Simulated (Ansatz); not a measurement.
# Rh16CO (Rhodium): the cost of one run

Computed with Ansatz 0.2.0 (DFT PBE, scalar-relativistic, plane waves, PAW, unless a step's input says otherwise).

The COD entry's cell or inner coordinates are ideal or old and differ from later refinements, so a difference from it is no clean test against experiment.

3 further runs of the same task are left out: 3 set aside as unsound or not needed. Runs told in other sessions of the task aren't counted.

**1. Starting point**

The structure is trigonal, space group P3m1 (No. 156). Conventional cell: a = 2.708 Å, b = 2.708 Å, c = 23.634 Å, α = 90.00°, β = 90.00°, γ = 120.00°. Rh (site symmetry 3m) has 9 Rh at 2.71 Å in its first shell of neighbours. Rh (site symmetry 3m) has 12 Rh at 2.67 to 2.71 Å in its first shell of neighbours. Around Rh (site symmetry 3m) lie 9 Rh at 2.68 to 2.71 Å.

Coordinates:

```xyz
16
Lattice="5.4164 0.0000 0.0000 -2.7082 4.6907 0.0000 0.0000 0.0000 23.6337" Properties=species:S:1:pos:R:3 pbc="T T T"
Rh    1.3541    0.7818    8.5000
Rh    0.0000    3.1272    8.5000
Rh    4.0623    0.7818    8.5000
Rh    2.7082    3.1272    8.5000
Rh    2.7082    1.5636   10.7112
Rh    1.3541    3.9090   10.7112
Rh    0.0000    1.5636   10.7112
Rh   -1.3541    3.9090   10.7112
Rh   -1.3541    2.3454   12.8760
Rh    0.0000    0.0000   12.8760
Rh    1.3541    2.3454   12.8760
Rh    2.7082    0.0000   12.8760
Rh    0.0000    3.1272   15.0530
Rh    1.3541    0.7818   15.0530
Rh    2.7082    3.1272   15.0530
Rh    4.0623    0.7818   15.0530
```

Planes are indexed in the bulk's conventional cell (Fm-3m (No. 225)), a = 3.830 Å, b = 3.830 Å, c = 3.830 Å, α = 90.00°, β = 90.00°, γ = 90.00°.

It is a (111) slab, 6.6 Å thick as cut, with 17 Å of vacuum, in a 2×2 surface cell; its outer planes are Rh (top) and Rh (bottom). An earlier relaxation, lower half held, gave -102439.6971 eV, work function 5.13 eV.

**2. Start: CO, top (Rh)**

Contents of input.yaml:

```yaml
crystal:
  lattice:
    - [5.4164069174, 0.0, 0.0]
    - [-2.7082034587, 4.6907459877, 0.0]
    - [0.0, 0.0, 26.7837165935]
  atoms:
    - { symbol: Rh, position: [0.3333333333, 0.1666666667, 0.317357002] }
    - { symbol: Rh, position: [0.3333333333, 0.6666666667, 0.317357002] }
    - { symbol: Rh, position: [0.8333333333, 0.1666666667, 0.317357002] }
    - { symbol: Rh, position: [0.8333333333, 0.6666666667, 0.317357002] }
    - { symbol: Rh, position: [0.6666666667, 0.3333333333, 0.3999160769] }
    - { symbol: Rh, position: [0.6666666667, 0.8333333333, 0.3999160769] }
    - { symbol: Rh, position: [0.1666666667, 0.3333333333, 0.3999160769] }
    - { symbol: Rh, position: [0.1666666667, 0.8333333333, 0.3999160769] }
    - { symbol: Rh, position: [0.0, 0.5, 0.4807415703] }
    - { symbol: Rh, position: [0.0, 0.0, 0.4807415703] }
    - { symbol: Rh, position: [0.5, 0.5, 0.4807415703] }
    - { symbol: Rh, position: [0.5, 0.0, 0.4807415703] }
    - { symbol: Rh, position: [0.3333333333, 0.6666666667, 0.5620205474] }
    - { symbol: Rh, position: [0.3333333333, 0.1666666667, 0.5620205474] }
    - { symbol: Rh, position: [0.8333333333, 0.6666666667, 0.5620205474] }
    - { symbol: Rh, position: [0.8333333333, 0.1666666667, 0.5620205474] }
    - { symbol: C, position: [0.3333333333, 0.6666666667, 0.6456534514] }
    - { symbol: O, position: [0.3333333333, 0.6666666667, 0.688589987] }
basis:
  ecutwfc: 420
kpoints:
  mp_grid: { grid: [6, 6, 1] }
hamiltonian:
  xc: pbe
scf:
  occupations: { method: gaussian, width: 0.1 }
output:
  forces: true
  eigenvalues: true
  write_density: true
  write_potential: true
  elf: true
  volumetric_format: npy
relax:
  adjacent_minimum: "off"
  f_tol: 0.03
  max_steps: 70
  constraints: [{ sites: [0, 1, 2, 3, 4, 5, 6, 7] }]
efield:
  axis: 3
  dipole_correction: true
```

On the command line:

```
$ ansatz run input.yaml --threads 4 --pin off --max-ram 10240MiB --backend cpu --events-out ev --progress --plain --runs-dir out
```

What time and memory should one allow on 4 threads of Arm Neoverse N1, shared host?

About 5.9 min, with a peak of 2.5 GiB.
